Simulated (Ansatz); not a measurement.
# Mg3Pd5: the cost of one run

Program: Ansatz 0.2.0. Level of theory: DFT PBEsol, scalar-relativistic, plane waves, PAW. These are calculated values, not measurements.

1 further run of the same task is left out (it didn't finish).

### 1 The structure to begin with

Symmetry: Pbam, No. 55, orthorhombic system. Conventional cell: a = 5.469 Å, b = 10.665 Å, c = 4.214 Å, α = 90.00°, β = 90.00°, γ = 90.00°. Around Mg (site symmetry 2/m) lie 8 Pd at 2.62 to 2.73 Å. Mg (site symmetry m) is surrounded by 10 Pd at 2.68 to 2.86 Å. Pd (site symmetry m) is surrounded by 6 Mg at 2.62 to 2.82 Å and 7 Pd at 2.87 to 3.10 Å. Pd (site symmetry m) is surrounded by 5 Mg at 2.66 to 2.86 Å and 7 Pd at 2.74 to 2.96 Å. Pd (site symmetry 2/m) has 6 Mg at 2.72 to 2.73 Å and 6 Pd at 2.78 to 2.99 Å as nearest neighbours.

As a file:

```
CELL_PARAMETERS angstrom
5.46888 0.00000 0.00000
0.00000 10.66486 0.00000
0.00000 0.00000 4.21356
ATOMIC_POSITIONS crystal
Mg 0.50000 0.00000 0.00000
Mg 0.00000 0.50000 0.00000
Mg 0.66711 0.63670 0.50000
Mg 0.33289 0.36330 0.50000
Mg 0.83289 0.13670 0.50000
Mg 0.16711 0.86330 0.50000
Pd 0.67991 0.88774 0.50000
Pd 0.32009 0.11226 0.50000
Pd 0.82009 0.38774 0.50000
Pd 0.17991 0.61226 0.50000
Pd 0.90015 0.74398 0.00000
Pd 0.09985 0.25602 0.00000
Pd 0.59985 0.24398 0.00000
Pd 0.40015 0.75602 0.00000
Pd 0.50000 0.50000 0.00000
Pd 0.00000 0.00000 0.00000
```

The structure comes from the Materials Project (structure only).

### 2 One atom moved

What differs from the listed cell: atom 4 (Mg) moved by 0.23 Å.

Contents of input.yaml:

```yaml
crystal:
  lattice:
    - [5.46888319, 0.0, 0.0]
    - [0.0, 10.6648641501, 0.0]
    - [0.0, 0.0, 4.21355893]
  atoms:
    - { symbol: Mg, position: [0.5, 0.0, 0.0] }
    - { symbol: Mg, position: [0.0, 0.5, 0.0] }
    - { symbol: Mg, position: [0.66710809, 0.63669737, 0.5] }
    - { symbol: Mg, position: [0.3522870948, 0.3786042783, 0.4732055486] }
    - { symbol: Mg, position: [0.83289191, 0.13669737, 0.5] }
    - { symbol: Mg, position: [0.16710809, 0.86330263, 0.5] }
    - { symbol: Pd, position: [0.67990909, 0.88773814, 0.5] }
    - { symbol: Pd, position: [0.32009091, 0.11226186, 0.5] }
    - { symbol: Pd, position: [0.82009091, 0.38773814, 0.5] }
    - { symbol: Pd, position: [0.17990909, 0.61226186, 0.5] }
    - { symbol: Pd, position: [0.90015271, 0.74398374, 0.0] }
    - { symbol: Pd, position: [0.09984729, 0.25601626, 0.0] }
    - { symbol: Pd, position: [0.59984729, 0.24398374, 0.0] }
    - { symbol: Pd, position: [0.40015271, 0.75601626, 0.0] }
    - { symbol: Pd, position: [0.5, 0.5, 0.0] }
    - { symbol: Pd, position: [0.0, 0.0, 0.0] }
basis:
  ecutwfc: 420
kpoints:
  mp_grid: { grid: [6, 4, 8] }
hamiltonian:
  xc: pbesol
scf:
  occupations: { method: gaussian, width: 0.1 }
output:
  forces: true
  stress: true
  eigenvalues: true
```

On the command line:

```console
> ansatz run input.yaml --threads 4 --pin off --max-ram 7168MiB --backend cpu --events-out ev --progress --plain --runs-dir out
```

Q: Estimate wall time and peak memory on 4 threads of AMD EPYC 7R43 (Zen 3), shared host.

About 83 s, with a peak of 2.6 GiB.
